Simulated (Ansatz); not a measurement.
# BH5O2S (built from SMILES OBO.S): molecular dynamics

Aim: follow the atoms for 60 steps of 1.0 fs with a Langevin thermostat, with velocities drawn for 100 K, and see to which side of the barrier the system falls.

The runs use Ansatz 0.2.0, Gaussian basis; PBE0-D4/def2-SVP.

2 further runs of the same task are left out: 2 that didn't finish.

## Step 1: Where the work starts

The start, a first-order saddle point found at PBE0-D4 in triple zeta: 9 atoms, charge 0, spin multiplicity 1.

Atoms are counted from 1 here; the program's logs count them from 0.

Bond lengths: B1–H2 1.357 Å, B1–O3 1.374 Å, B1–O4 1.379 Å, B1–H5 1.446 Å, O3–H7 0.961 Å, O4–H8 0.958 Å, S6–H9 1.341 Å. Angles: H2–B1–O3 105.0°, H2–B1–O4 112.7°, H2–B1–H5 42.2°, O3–B1–O4 121.4°, O3–B1–H5 115.8°, O4–B1–H5 122.3°, B1–O3–H7 110.9°, B1–O4–H8 116.0°.

Geometry (Å):

```xyz
9
charge 0, multiplicity 1
B     0.3510   -0.1429   -0.1605
H     1.1648    0.7105    0.5102
O     0.2769    0.3651   -1.4345
O     0.6637   -1.4665    0.0690
H     0.2409    0.8227    0.9104
S    -1.3893    0.4190    1.0390
H    -0.0223   -0.3057   -2.0537
H     0.4177   -1.8141    0.9267
H    -1.7035    1.4117    0.1933
```

## Step 2: The run

Contents of md/in.yaml:

```yaml
crystal:
  periodic: [false, false, false]
  atoms:
    - {symbol: B, position_ang: [0.351028, -0.142863, -0.160462]}
    - {symbol: H, position_ang: [1.164814, 0.710540, 0.510164]}
    - {symbol: O, position_ang: [0.276909, 0.365059, -1.434480]}
    - {symbol: O, position_ang: [0.663696, -1.466529, 0.068958]}
    - {symbol: H, position_ang: [0.240855, 0.822707, 0.910434]}
    - {symbol: S, position_ang: [-1.389256, 0.419019, 1.039033]}
    - {symbol: H, position_ang: [-0.022334, -0.305664, -2.053737]}
    - {symbol: H, position_ang: [0.417717, -1.814093, 0.926688]}
    - {symbol: H, position_ang: [-1.703530, 1.411723, 0.193302]}
basis:
  gaussian: {orbitals: def2-SVP}
hamiltonian: {xc: pbe0, dispersion: d4}
md: {n_steps: 60, timestep: 1.0, temperature: 100, ensemble: nvt_langevin, seed: 408, friction: 0.01, initial_velocities: maxwell_boltzmann}
```

Started as:

```console
$ ansatz run in.yaml --threads 4 --pin off --events-out ev --progress --plain --max-ram 9574MiB
```

What does the calculation give? Wanted: temperature at the start; mean temperature, second half; lowest and highest potential energy, from the first frame; largest change of potential + kinetic; bonds lost by distance; bonds made by distance.

The runs gave:

| quantity | value |
| --- | --- |
| length | 60 steps, 60.0 fs |
| temperature at the start | 89 K |
| mean temperature, second half | 905 K |
| lowest and highest potential energy, from the first frame | -1519 and 55 meV |
| largest change of potential + kinetic | 588.8 meV |
| bonds lost by distance | B1–H2 |
| bonds made by distance | H2–H5 |

In words: By the last frame it has moved towards the side where B1–S6, H2–H5 form. The system runs downhill by 1.52 eV, and that energy turns into motion. The thermostat trades energy with the molecule, so the sum of potential and kinetic energy isn't conserved: it changes by -589 meV over the run. The mean temperature of the second half is still well above the 100 K set. The instant temperature ranges from 39 to 1191 K, as energy passes between motion and strain. Under Langevin the temperature counts 3N degrees of freedom, more than the drawn velocities fill, so it starts at 89 K, not 100 K.
